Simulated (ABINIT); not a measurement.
InTe2: single point with LDA-PZ

The system is InTe2.

```
In Te
1.0
     5.22536    0.00000    0.00000
    -2.61268    4.52530    0.00000
     0.00000    0.00000    3.68613
In Te
1 2
Direct
  0.00000 0.00000 0.00000
  0.66667 0.33333 0.50000
  0.33333 0.66667 0.50000
```

The cell was built by a generator and needn't be a form met in nature.

* Program: ABINIT 10.8.3 (patched build)
* Task: single point
* Functional: LDA-PZ
* Potentials or basis: JTH PAW LDA v2.0 sp
* Cutoff: 299 eV
* k mesh: 4 × 4 × 5
* Occupations: fermi-dirac, width 0.05 eV
* Spin: spin-orbit coupling, no magnetisation

The pressure is -0.3 GPa and the band gap on the k mesh is none (metal or under the smearing width). The valence electrons inside the program's atomic spheres are In 1.85; Te 3.08.

Stress tensor (GPa, compression positive):
```
 0.10  0.00  0.00
 0.00  0.10  0.00
 0.00  0.00 -1.19
```

Levels at points of the mesh, in eV from the Fermi level:
```tsv
k point	band 14	band 15	band 16	band 17	band 18	band 19
(0.00, 0.00, 0.00)	-1.90	-1.14	-1.14	2.03	2.03	4.12
(0.50, 0.00, 0.00)	0.01	0.75	0.75	1.54	1.54	3.00
```

Wall time 10 s on 1 thread of Intel(R) Xeon(R) 6975P-C (Granite Rapids) (shared host), peak memory 0.08 GiB.

Caveat: the cutoff is short for stress, so the pressure is rough; this set keeps more shells in the core, which shifts pressures and gaps.
